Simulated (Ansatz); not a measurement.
# ClCuH3N: the cost of one run

Program: Ansatz 0.2.0. Level of theory: the levels named in each step. These are calculated values, not measurements.

### Step 1. The system as given

Bond lengths: N1–Cu2 1.911 Å, Cu2–Cl3 2.047 Å, N1–H4 1.016 Å, N1–H5 1.018 Å, N1–H6 1.014 Å. Angles: N1–Cu2–Cl3 179.9°, Cu2–N1–H4 109.4°, Cu2–N1–H5 109.3°, Cu2–N1–H6 109.5°, H4–N1–H5 109.5°, H4–N1–H6 109.5°, H5–N1–H6 109.5°.

Structure file:

```xyz
6

N    -2.2425    0.1457    0.0021
Cu   -0.3354    0.0214    0.0009
Cl    1.7072   -0.1101   -0.0027
H    -2.5585    0.4830    0.9070
H    -2.6403   -0.7743   -0.1753
H    -2.5408    0.7897   -0.7227
```

### Step 2. A rough first relaxation, PBE-D4/def2-SVP

This run stands in another session on the same molecule. It ended at:

```xyz
6

N    -2.2288    0.1437    0.0025
Cu   -0.3020    0.0195    0.0001
Cl    1.7841   -0.1150   -0.0024
H    -2.5998    0.4836    0.9031
H    -2.6817   -0.7662   -0.1740
H    -2.5821    0.7896   -0.7201
```

### Step 3. Relaxation, PBE0-D4/def2-TZVPP

input.yaml

```yaml
crystal:
  periodic: [false, false, false]
  atoms:
    - { symbol: "N", position_ang: [-2.22878968, 0.14373175, 0.00251674] }
    - { symbol: Cu, position_ang: [-0.30195325, 0.01951958, 0.00014823] }
    - { symbol: Cl, position_ang: [1.78412584, -0.11504367, -0.00242575] }
    - { symbol: H, position_ang: [-2.59983045, 0.48361257, 0.90309327] }
    - { symbol: H, position_ang: [-2.6816748, -0.76620018, -0.17397454] }
    - { symbol: H, position_ang: [-2.58209766, 0.78962994, -0.72012796] }
basis:
  gaussian: { orbitals: def2-TZVPP }
hamiltonian:
  xc: pbe0
  dispersion: d4
relax:
  f_tol: 0.002
  max_steps: 150
```

Run with:

```sh
$ ansatz run input.yaml --threads 4 --pin off --max-ram 10240MiB --backend cpu --events-out ev --progress --plain --runs-dir out
```

Q: Estimate wall time and peak memory on 4 threads of Intel Xeon at 2.50GHz (Skylake/Cascade Lake), shared host.

About 32 s, with a peak of 0.46 GiB.
